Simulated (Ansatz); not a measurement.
Predict the output of the script below (Ansatz's Python interface).

Contents of `geh4ssi.xyz`:
```text
7

Si   -0.94980   -0.29300   -0.53170
S    -0.23600    1.72730   -0.28980
Ge    0.95750    0.04810    0.54410
H    -0.77450   -0.74730   -1.91820
H    -2.12830   -0.55960    0.32660
H     0.90530   -0.00620    2.10290
H     2.28710   -0.23720   -0.27960
```

`cas.py`:
```python
"""Active-space calculation on GeH4SSi."""

import warnings

import ansatz

warnings.simplefilter("ignore", ansatz.DeckWarning)

mol = ansatz.Crystal.molecule_from_extxyz("geh4ssi.xyz")

model = mol.calculation().basis(gaussian="def2-SVP").correlation(active_electrons=4, active_orbitals=4)
for method in [None, "sc_nevpt2"]:
    r = (model if method is None else model.correlation(method)).run(threads=1).report
    space = r["configurations"]
    state = space["states"][0]
    print(method or "casscf", f"total {r['free_energy_ev'] / 27.211386246:.6f} Ha, active-space state {state['energy']['hartree']:.6f} Ha, mean field {r['reference_energy_ev'] / 27.211386246:.6f} Ha")
    print("  determinants", state["n_determinants"], " natural occupations", [round(n, 3) for n in space["natural_occupations"]])
print("effectively unpaired electrons, sum of min(n, 2 - n):", round(sum(min(n, 2 - n) for n in space["natural_occupations"]), 3))
```

Output of `python cas.py`:
```text
casscf total -2763.707021 Ha, active-space state -2763.707021 Ha, mean field -2763.678776 Ha
  determinants 36  natural occupations [1.983, 1.973, 0.026, 0.017]
sc_nevpt2 total -2764.129434 Ha, active-space state -2763.706983 Ha, mean field -2763.678776 Ha
  determinants 36  natural occupations [1.983, 1.973, 0.026, 0.017]
effectively unpaired electrons, sum of min(n, 2 - n): 0.087
```

Reading the output:
- Total energies depend on the basis set; only differences at equal settings carry meaning.
- The geometry is a force-field or estimated start, not a minimum of this method, and the basis set is short of its limit. The active space starts as a window about the frontier orbitals and is then optimised, not chosen by chemistry.
- Finished in 26 s on 1 thread of Arm Neoverse V1 (shared host), peak memory 0.3 GiB.
